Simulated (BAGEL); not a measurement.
# C4H2Mg (SMILES C#[C][Mg][C]#C) at HF/3-21G (density fitting with qzvpp-jkfit)

Aim: the electronic atomisation energy of C4H2Mg at HF/3-21G (density fitting with qzvpp-jkfit), from 4 runs. 

Program for the calculation: BAGEL 1.2.2.

15 further runs of the same task are left out: 4 that didn't finish, 11 set aside as unsound or not needed.

## (1) The molecule

C4H2Mg has 7 atoms, charge 0, and is taken as a singlet. As SMILES, `C#[C][Mg][C]#C`. Geometry: a GFN2-xTB relaxation, a rough one for these elements and not checked as a minimum.

Bond lengths: Mg1–C2 2.043 Å, C2–C3 1.204 Å, Mg1–C5 2.042 Å, C5–C6 1.204 Å, C3–H4 1.059 Å, C6–H7 1.059 Å. Angles: Mg1–C2–C3 179.7°, C2–Mg1–C5 179.4°, Mg1–C5–C6 179.7°, C2–C3–H4 179.9°, C5–C6–H7 179.8°.

## (2) The energy at HF/3-21G (density fitting with qzvpp-jkfit)

The input, input.json:

```json
{ "bagel": [

{
  "title": "molecule",
  "basis": "3-21g",
  "df_basis": "qzvpp-jkfit",
  "angstrom": "true",
  "geometry": [
    { "atom": "Mg", "xyz": [       0.007180,       0.014810,      -0.000090 ] },
    { "atom": "C", "xyz": [       0.004370,      -0.004050,       2.042580 ] },
    { "atom": "C", "xyz": [      -0.002380,      -0.018010,       3.246910 ] },
    { "atom": "H", "xyz": [      -0.008600,      -0.028840,       4.305490 ] },
    { "atom": "C", "xyz": [       0.000420,       0.014870,      -2.042440 ] },
    { "atom": "C", "xyz": [       0.000920,       0.011920,      -3.246860 ] },
    { "atom": "H", "xyz": [      -0.001900,       0.009300,      -4.305600 ] }
  ]
},

{ "title": "hf" },

{ "title": "print", "file": "orbitals.molden", "orbitals": "true" }

]}
```

Launch:

```bash
BAGEL_NUM_THREADS=1 BAGEL input.json > input.out
```

Output:

```text
* using 1 threads per process

  ===============================================================
  ===============================================================

  *** Geometry ***

  { "atom" : "Mg", "xyz" : [      0.013568,      0.027987,     -0.000170 ] },
  { "atom" : "C", "xyz" : [      0.008258,     -0.007653,      3.859917 ] },
  { "atom" : "C", "xyz" : [     -0.004498,     -0.034034,      6.135771 ] },
  { "atom" : "H", "xyz" : [     -0.016252,     -0.054500,      8.136197 ] },
  { "atom" : "C", "xyz" : [      0.000794,      0.028100,     -3.859652 ] },
  { "atom" : "C", "xyz" : [      0.001739,      0.022526,     -6.135676 ] },
  { "atom" : "H", "xyz" : [     -0.003590,      0.017574,     -8.136405 ] },

  Number of auxiliary basis functions:      448

  Since a DF basis is specified, we compute 2- and 3-index integrals:
    o Being stored without compression. Storage requirement is 0.010 GB

  Number of basis functions:       53
  Number of electrons      :       38

    * METHOD: MOLECULE                             0.16

  *** RHF ***

  === Nuclear Repulsion ===
   120.8655834802

      * DIIS with orbital gradients will be used.

  === RHF iteration (3-21g) ===
      0       -350.06857566          0.01770144           0.03
      1       -350.15952655          0.00491050           0.02
      2       -350.16736166          0.00137984           0.02
      3       -350.16809322          0.00031143           0.03
      4       -350.16811559          0.00012807           0.02
      5       -350.16812073          0.00001452           0.02
      6       -350.16812084          0.00000302           0.02
      7       -350.16812085          0.00000022           0.02
      8       -350.16812085          0.00000007           0.02
      9       -350.16812085          0.00000004           0.02
     10       -350.16812085          0.00000001           0.02
     11       -350.16812085          0.00000000           0.03
    * SCF iteration converged.

    * Permanent dipole moment:
           (   -0.005892,    -0.013596,     0.000707) a.u.

    * METHOD: HF                                   0.36

    * METHOD: PRINT                                0.00

  ===============================================================
```

Run time: 0.83 s. Hardware: 1 thread of Intel Xeon 6975P-C (Granite Rapids), shared host.

## (3) The C atom at the same level

The input, job.json:

```json
{ "bagel": [

{
  "title": "molecule",
  "basis": "3-21g",
  "df_basis": "qzvpp-jkfit",
  "angstrom": true,
  "geometry": [
    { "atom": "C", "xyz": [       0.000000,       0.000000,       0.000000 ] }
  ]
},

{ "title": "uhf", "charge": 0, "nopen": 2 },

{ "title": "print", "file": "orbitals.molden", "orbitals": true }

]}
```

Launch:

```bash
BAGEL_NUM_THREADS=1 BAGEL job.json > job.out
```

Output:

```text
* using 1 threads per process

  ===============================================================
  ===============================================================

  *** Geometry ***

  { "atom" : "C", "xyz" : [      0.000000,      0.000000,      0.000000 ] },

  Number of auxiliary basis functions:       75

  Since a DF basis is specified, we compute 2- and 3-index integrals:
    o Being stored without compression. Storage requirement is 0.000 GB

  Number of basis functions:        9
  Number of electrons      :        6

    * METHOD: MOLECULE                             0.01

  *** Open-shell HF ***

  === Nuclear Repulsion ===
     0.0000000000

      * DIIS with orbital gradients will be used.

  === UHF iteration (3-21g) ===
      0        -37.46717714          0.03032825           0.00
      1        -37.47958348          0.00946890           0.00
      2        -37.48086500          0.00334463           0.00
      3        -37.48107915          0.00007418           0.00
      4        -37.48108020          0.00001671           0.00
      5        -37.48108026          0.00000119           0.00
      6        -37.48108026          0.00000001           0.00
      7        -37.48108026          0.00000002           0.00
      8        -37.48108026          0.00000000           0.00
    * SCF iteration converged.

    * S^2 (UHF) is 2.0010

    * Permanent dipole moment:
           (    0.000000,     0.000000,    -0.000000) a.u.

    * METHOD: UHF                                  0.01

    * METHOD: PRINT                                0.00

  ===============================================================
```

Wall time 0.28 s (1 thread of Intel Xeon 6975P-C (Granite Rapids), shared host).

## (4) The H atom

The input, calc.json:

```json
{ "bagel": [

{
  "title": "molecule",
  "basis": "3-21g",
  "df_basis": "qzvpp-jkfit",
  "angstrom": true,
  "geometry": [
    { "atom": "H", "xyz": [       0.000000,       0.000000,       0.000000 ] }
  ]
},

{ "title": "uhf", "nopen": 1 },

{ "title": "print", "file": "orbitals.molden", "orbitals": true }

]}
```

Launch:

```bash
BAGEL_NUM_THREADS=1 BAGEL calc.json > calc.out
```

Output:

```text
* using 1 threads per process

  ===============================================================
  ===============================================================

  *** Geometry ***

  { "atom" : "H", "xyz" : [      0.000000,      0.000000,      0.000000 ] },

  Number of auxiliary basis functions:       18

  Since a DF basis is specified, we compute 2- and 3-index integrals:
    o Being stored without compression. Storage requirement is 0.000 GB

  Number of basis functions:        2
  Number of electrons      :        1

    * METHOD: MOLECULE                             0.01

  *** Open-shell HF ***

  === Nuclear Repulsion ===
     0.0000000000

      * DIIS with orbital gradients will be used.

  === UHF iteration (3-21g) ===
      0         -0.48950371          0.09163385           0.00
      1         -0.49554995          0.02860283           0.00
      2         -0.49613575          0.00890675           0.00
      3         -0.49619861          0.00000000           0.00
    * SCF iteration converged.

    * S^2 (UHF) is 0.7500

    * Permanent dipole moment:
           (    0.000000,     0.000000,     0.000000) a.u.

    * METHOD: UHF                                  0.01

    * METHOD: PRINT                                0.00

  ===============================================================
```

Wall time 0.3 s (1 thread of Intel Xeon 6975P-C (Granite Rapids), shared host).

## (5) The Mg atom

The input, calc.json:

```json
{ "bagel": [

{
  "title": "molecule",
  "basis": "3-21g",
  "df_basis": "qzvpp-jkfit",
  "angstrom": true,
  "geometry": [
    { "atom": "Mg", "xyz": [    0.000000,    0.000000,    0.000000 ] }
  ]
},
{
  "title": "hf"
},
{
  "title": "print",
  "file": "orbitals.molden",
  "orbitals": true
}

]}
```

Run the same way, it converges to -198.46774 Eh (log not shown).

## (6) Outcome

Level: HF/3-21G (density fitting with qzvpp-jkfit).

```
                     quantity          value
       molecule: total energy  -350.16812 Eh
      molecule: dipole moment         0.04 D
        molecule: HOMO energy      -10.22 eV
        molecule: LUMO energy        1.69 eV
      molecule: HOMO–LUMO gap       11.91 eV
         C atom: total energy   -37.48108 Eh
        C atom: dipole moment         0.00 D
                 C atom: ⟨S²⟩          2.001
         H atom: total energy    -0.49620 Eh
        H atom: dipole moment         0.00 D
                 H atom: ⟨S²⟩          0.750
        Mg atom: total energy  -198.46774 Eh
       Mg atom: dipole moment         0.00 D
         Mg atom: HOMO energy       -6.85 eV
         Mg atom: LUMO energy        1.31 eV
       Mg atom: HOMO–LUMO gap        8.17 eV
electronic atomisation energy      21.324 eV
```

What this shows: Taking the molecule apart into free atoms costs 21.32 eV (492 kcal/mol), before zero-point energy and without spin-orbit coupling. Hartree–Fock lacks the correlation of the bonding pairs, which as a rule makes this value much too low; in minimal bases other errors can mask that. The basis has no polarisation functions, which makes bonds too weak.
